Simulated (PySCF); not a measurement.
# C7H7NS: magnetic properties

What do calculations give for the magnetic properties of C7H7NS (`Cc1cc2[nH]ccc2s1`)?

Programs: PySCF 2.14.0, with routines of our own; each step states its level. All values are computed. Atoms count from 0.

## 1. The starting structure

16 atoms, charge 0, multiplicity 1; geometry from: GFN2-xTB.

## 2. Magnetic properties: GIAO PBE0/pcSseg-1

Job settings and geometry (Å):

```
{"job": {"kind": "mag", "xc": "PBE0", "basis": "pcSseg-1", "isotopologues": 0}, "charge": 0, "multiplicity": 1}
C      3.001140     0.173232    -0.305657
C      1.516323     0.123177    -0.235394
C      0.740941    -0.333093     0.783630
C     -0.634486    -0.217845     0.479003
N     -1.834249    -0.488554     1.061371
C     -2.828548    -0.122384     0.195829
C     -2.285939     0.388500    -0.954576
C     -0.892114     0.328936    -0.777423
S      0.579864     0.708671    -1.601372
H      3.365448    -0.413558    -1.148808
H      3.432833    -0.222220     0.610786
H      3.344605     1.198448    -0.443120
H      1.139111    -0.729304     1.700639
H     -1.974191    -0.889843     1.972531
H     -3.860040    -0.250881     0.459092
H     -2.818297     0.755664    -1.807941
```

With the program's defaults for keys left out, this is: GIAO PBE0/pcSseg-1 magnetisability, rotational g tensor and spin-rotation constants, non-relativistic, gas phase.

Command:

```console
$ OMP_NUM_THREADS=1 python excited_run.py task.json out
```

The driver reads the jobs from task.json and runs them one after another.

Output:

```text
coarse grid: 14632 points
cycle   1  E = -723.2076564633  dE =  1.950e+00  |g| = 4.226e-01  |ddm| = 4.245e+00
cycle   2  E = -723.1898057971  dE =  1.785e-02  |g| = 5.092e-01  |ddm| = 1.019e+00
cycle   3  E = -723.2543814779  dE = -6.458e-02  |g| = 1.111e-01  |ddm| = 5.906e-01
cycle   4  E = -723.2570432242  dE = -2.662e-03  |g| = 3.555e-02  |ddm| = 1.228e-01
cycle   5  E = -723.2573097112  dE = -2.665e-04  |g| = 1.397e-02  |ddm| = 5.061e-02
cycle   6  E = -723.2573637258  dE = -5.401e-05  |g| = 3.072e-03  |ddm| = 2.088e-02
cycle   7  E = -723.2573654554  dE = -1.730e-06  |g| = 1.489e-03  |ddm| = 4.236e-03
final grid: 138800 points
cycle   8  E = -723.3108384795  dE = -2.952e-05  |g| = 1.001e-02  |ddm| = 4.294e-02
cycle   9  E = -723.3108196813  dE =  1.880e-05  |g| = 1.311e-02  |ddm| = 2.310e-02
cycle  10  E = -723.3108631628  dE = -4.348e-05  |g| = 1.416e-03  |ddm| = 1.495e-02
cycle  11  E = -723.3108636995  dE = -5.367e-07  |g| = 3.953e-04  |ddm| = 1.984e-03
cycle  12  E = -723.3108637356  dE = -3.605e-08  |g| = 9.682e-05  |ddm| = 4.212e-04
cycle  13  E = -723.3108637376  dE = -2.060e-09  |g| = 2.768e-05  |ddm| = 1.039e-04
cycle  14  E = -723.3108637378  dE = -1.637e-10  |g| = 9.672e-06  |ddm| = 3.376e-05
converged SCF energy = -723.3108637378

Magnetisability tensor (1e-30 J/T^2)
    -1283.79       10.52        7.06
       10.52    -2128.41     -451.90
        7.06     -451.90    -1294.08
isotropic -1568.76   principal values   -2326.40  -1283.66  -1096.21
isotropic susceptibility -94.473 1e-6 cm^3/mol

Inertial axes            a          b          c
rot. const./GHz      3.5847     1.1348     0.8665
chi total           -76.947    -66.372   -140.099
chi diamagnetic    -443.664  -1179.914  -1495.097
chi paramagnetic    366.717   1113.542   1354.997
quadrupole/D A        9.431      4.572    -14.003
g nuclear            0.5713     0.5749     0.5717
g electronic        -0.6176    -0.5936    -0.5516
g total             -0.0462    -0.0187     0.0202

Spin-rotation constants (kHz, H = +C I.J)
atom  isotope        aa         bb         cc
  4    14N        0.355      0.140      0.045
  9     1H       -0.274     -0.094     -0.011
 10     1H       -0.341      0.031     -0.096
 11     1H       -0.274     -0.094     -0.011
 12     1H       -0.308      0.101     -0.096
 13     1H       -0.303      0.075     -0.091
 14     1H        0.349     -0.115     -0.089
 15     1H       -0.277      0.089     -0.092
  0    13C*       0.456      0.176      0.128
  1    13C*       1.621      0.428      0.169
  2    13C*       1.222      0.415      0.127
  3    13C*       1.540      0.401      0.172
  5    13C*       1.464      0.359      0.148
  6    13C*       1.202      0.425      0.103
  7    13C*       1.531      0.397      0.153
  8    33S*       1.183      0.404      0.244
* in the singly substituted isotopologue
```

Wall time 42 s (1 thread of Arm Neoverse V2, shared host); peak memory 0.95 GiB.

Key values:

```tsv
quantity	value
magnetisability	-1569·10⁻³⁰ J/T²
molar susceptibility	-94.5·10⁻⁶ cm³/mol
rotational g (a, b, c)	-0.0462, -0.0187, 0.0202
```

The fields below are evaluated on a grid from the run's orbitals.

Frontier orbitals at PBE0/pcSseg-1, with the share of their density that lies nearest to each atom:

```tsv
orbital	energy (eV)	lies on
HOMO	-5.60	C1, C5 about 21 % each; C3, C7 about 15 % each; C2, C6 about 7 % each
LUMO	0.00	C1 26 %; C2 14 %; S8 12 %
```

ELF in a plane through or near 14 of the atoms.

Ten even steps from '0' (0.00) to '9' (1.00):
```
0000000000000000000000000000
0000000000000000000000000000
0000000000122100000000000000
0000000001466410002761000000
0000000002799740019998000000
0000000002773451029999000000
0000001000519186666984000000
0000013421561482776340000000
0000026645686463372851110000
0000024628433069514228995000
0000037347376542425229998000
0000499971457571834749995000
0000499970373574722412871000
0000189920899621389600000000
0000002003999700399920000000
0000000002999500289820000000
0000000000132000013000000000
0000000000000000000000000000
0000000000000000000000000000
0000000000000000000000000000
```
The map spans 13.0 Å across and 9.4 Å up, centred on the molecule. Atoms in the plane (x, y in Å): C0 (-3.0, 0.2), C1 (-1.5, 0.2), C2 (-0.7, -0.9), C3 (0.7, -0.5), N4 (1.9, -1.1), C5 (2.8, -0.1), C6 (2.2, 1.2), C7 (0.8, 0.9), S8 (-0.7, 1.7), H10 (-3.4, -0.9), H12 (-1.0, -1.9), H13 (2.1, -2.0), H14 (3.9, -0.3), H15 (2.7, 2.1).

log10 of the density (e/Å³) in the same plane.

Values, 10 rows by 14 columns:
```
-4.0 -4.0 -4.0 -4.0 -4.0 -4.0 -3.8 -4.0 -4.0 -4.0 -4.0 -4.0 -4.0 -4.0
-4.0 -4.0 -4.0 -4.0 -3.4 -2.3 -1.9 -2.3 -3.2 -2.8 -2.8 -3.7 -4.0 -4.0
-4.0 -4.0 -3.7 -3.1 -2.4 -1.0 -0.3 -0.9 -1.8 -1.0 -1.0 -2.6 -4.0 -4.0
-4.0 -3.7 -2.4 -1.5 -1.5 -0.4  3.0  0.0 -0.2  0.2 -0.3 -2.2 -3.5 -4.0
-4.0 -3.1 -1.7 -0.2 -0.1  0.0 -0.1  0.1  0.3  0.4 -0.2 -1.4 -2.6 -4.0
-4.0 -3.1 -1.6  0.0  0.2  0.3  0.1  0.2  0.1  0.1  0.5 -0.1 -1.8 -3.8
-4.0 -3.4 -1.9 -0.4 -0.9 -0.6  0.5 -0.1  0.1  0.8 -0.8 -1.3 -2.5 -4.0
-4.0 -4.0 -3.1 -2.3 -2.3 -0.9 -0.4 -1.6 -1.0 -0.1 -1.5 -3.1 -3.9 -4.0
-4.0 -4.0 -4.0 -4.0 -3.6 -2.5 -2.3 -2.9 -2.7 -2.1 -3.0 -4.0 -4.0 -4.0
-4.0 -4.0 -4.0 -4.0 -4.0 -4.0 -4.0 -4.0 -4.0 -4.0 -4.0 -4.0 -4.0 -4.0
```
The map spans 13.0 Å across and 9.4 Å up, centred on the molecule. Atoms in the plane (x, y in Å): C0 (-3.0, 0.2), C1 (-1.5, 0.2), C2 (-0.7, -0.9), C3 (0.7, -0.5), N4 (1.9, -1.1), C5 (2.8, -0.1), C6 (2.2, 1.2), C7 (0.8, 0.9), S8 (-0.7, 1.7), H10 (-3.4, -0.9), H12 (-1.0, -1.9), H13 (2.1, -2.0), H14 (3.9, -0.3), H15 (2.7, 2.1).

On the surface of density 0.002 e/bohr³ the electrostatic potential runs, from the 1st to the 99th percentile, from -1.04 V near C7 to 2.11 V near H13.

## 3. Magnetic properties: common gauge origin PW91/6-31++G**, grid 1

Settings changed since step 2:

```diff
@@ -1,2 +1,2 @@
-{"job": {"kind": "mag", "xc": "PBE0", "basis": "pcSseg-1", "isotopologues": 0}, "charge": 0, "multiplicity": 1}
+{"job": {"kind": "mag", "xc": "PW91", "basis": "6-31++G**", "grid": 1, "gauge": [0, 0, 0]}, "charge": 0, "multiplicity": 1}
 C      3.001140     0.173232    -0.305657
```

Level: common gauge origin PW91/6-31++G** magnetisability, rotational g tensor and spin-rotation constants, non-relativistic, gas phase.

Output:

```text
final grid: 65000 points
cycle   1  E = -723.6359623794  dE =  1.588e+00  |g| = 6.185e-01  |ddm| = 1.402e+01
cycle   2  E = -723.4279185651  dE =  2.080e-01  |g| = 1.049e+00  |ddm| = 3.776e+01
cycle   3  E = -723.7347791862  dE = -3.069e-01  |g| = 2.115e-01  |ddm| = 2.915e+01
cycle   4  E = -723.7461355737  dE = -1.136e-02  |g| = 5.809e-02  |ddm| = 2.011e+00
cycle   5  E = -723.7467075883  dE = -5.720e-04  |g| = 3.335e-02  |ddm| = 9.419e-01
cycle   6  E = -723.7470103401  dE = -3.028e-04  |g| = 9.984e-03  |ddm| = 3.480e-01
cycle   7  E = -723.7470310259  dE = -2.069e-05  |g| = 4.881e-03  |ddm| = 7.784e-02
cycle   8  E = -723.7470382985  dE = -7.273e-06  |g| = 6.704e-04  |ddm| = 3.343e-02
cycle   9  E = -723.7470383808  dE = -8.225e-08  |g| = 3.783e-04  |ddm| = 6.151e-03
cycle  10  E = -723.7470384151  dE = -3.432e-08  |g| = 1.597e-04  |ddm| = 6.150e-03
cycle  11  E = -723.7470384223  dE = -7.273e-09  |g| = 3.568e-05  |ddm| = 1.220e-03
cycle  12  E = -723.7470384226  dE = -2.469e-10  |g| = 1.689e-05  |ddm| = 3.054e-04
converged SCF energy = -723.7470384226

Magnetisability tensor (1e-30 J/T^2)
    -3789.71      467.10     -923.26
      467.10    -8275.94     -755.18
     -923.26     -755.18    -6914.91
isotropic -6326.85   principal values   -8612.61  -6919.87  -3448.09
isotropic susceptibility -381.012 1e-6 cm^3/mol

Inertial axes            a          b          c
rot. const./GHz      3.5847     1.1348     0.8665
chi total          -211.053   -413.320   -518.663
chi diamagnetic    -443.900  -1180.839  -1496.780
chi paramagnetic    232.847    767.519    978.117
quadrupole/D A        8.222      4.532    -12.754
g nuclear            0.5713     0.5749     0.5717
g electronic        -0.3921    -0.4092    -0.3982
g total              0.1792     0.1657     0.1736

Spin-rotation constants (kHz, H = +C I.J)
atom  isotope        aa         bb         cc
  4    14N        0.296      0.107      0.023
  9     1H       -0.637      0.228      0.139
 10     1H       -0.213      0.215      0.045
 11     1H       -0.637      0.228      0.139
 12     1H        0.337     -0.087     -0.114
 13     1H        0.392      0.131      0.088
 14     1H        0.100      0.519      0.229
 15     1H        0.302      0.095      0.005
  0    13C*       0.256      0.178      0.104
  1    13C*       1.063      0.323      0.024
  2    13C*       0.900      0.261      0.013
  3    13C*       1.066      0.200     -0.001
  5    13C*       1.090      0.342      0.124
  6    13C*       0.949      0.308      0.035
  7    13C*       1.076      0.182     -0.038
  8    33S*       1.349      0.417      0.298
* in the singly substituted isotopologue
```

It took 25 s on 1 thread of Arm Neoverse V2, shared host; peak memory 0.7 GiB.

The run ended normally, but its values are not to be used for the molecule: a common gauge origin replaces GIAOs, so the magnetic properties depend on where the origin lies.

## 4. Results

```
                                           quantity                               value
       magnetisability (step 2, GIAO PBE0/pcSseg-1)                    -1569·10⁻³⁰ J/T²
  molar susceptibility (step 2, GIAO PBE0/pcSseg-1)                  -94.5·10⁻⁶ cm³/mol
rotational g (a, b, c) (step 2, GIAO PBE0/pcSseg-1)            -0.0462, -0.0187, 0.0202
              surface potential, 1st and 99th percentile                  -1.04 V and 2.11 V
                                               runs  0 failed, 1 ended on unsound input
```

What this shows: The values above hold for this geometry and these levels alone. Vibrational averaging and real surroundings are missing from these values.
